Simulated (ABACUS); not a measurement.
NiMoIrPdW:

```
Ir W Pd Mo Ni
1.0
     2.76078    0.00000    0.00000
    -1.38039    2.39090    0.00000
     0.00000    0.00000   11.34051
Ir W Pd Mo Ni
1 1 1 1 1
Cartesian
  0.0000 0.0000 1.2025
  1.3804 0.7970 6.0015
  1.3804 0.7970 10.1952
  1.3804 0.7970 3.3369
  0.0000 0.0000 8.0423
```

The cell was built by a generator and needn't be a form met in nature.

Base run:

| Quantity | Value |
| --- | --- |
| Program | ABACUS 3.10.1 |
| Functional | BLYP |
| Dispersion | D3(BJ)+ABC |
| Potentials or basis | PseudoDojo NC SR 0.4.1 PBE standard |
| Cutoff | 1361 eV |
| Density cutoff | 5442 eV |
| Basis | DZP LCAO (the cutoffs set its grid) |
| k mesh | 11 × 11 × 3 |
| Occupations | fermi-dirac, width 0.05 eV |
| Spin | collinear spin, ferromagnetic start |
| Starting moments | [0.6, 0.0, 0.0, 1.0, 1.0] μB |

Its results: band gap on the k mesh none (metal or under the smearing width); pressure -2.6 GPa; net moment 0.00 μB per cell; largest force 0.554 eV/Å.

After a change of settings the same cell gave: band gap on the k mesh none (metal or under the smearing width); pressure 11.1 GPa; net moment 0.00 μB per cell; largest force 0.628 eV/Å. Which change was it?
A. dispersion from D3(BJ)+ABC to D3(BJ)
B. dispersion from D3(BJ)+ABC to D2
C. dispersion from D3(BJ)+ABC to D3
D. dispersion from D3(BJ)+ABC to none

D.

Dispersion adds attraction, which lowers the pressure at fixed volume and, as a term added to the energy, leaves the levels alone.

Caveats: the atomic orbitals were generated for these runs and aren't a published set; this set's palladium file may shift the pressure by some GPa; the potentials were made for another functional, which shifts forces and pressure; the basis of atomic orbitals isn't converged, which shifts pressures, moduli and gaps; pairwise dispersion overbinds metals, which lowers pressure and volume (some runs).

Runs at the PBE level aren't shown here.
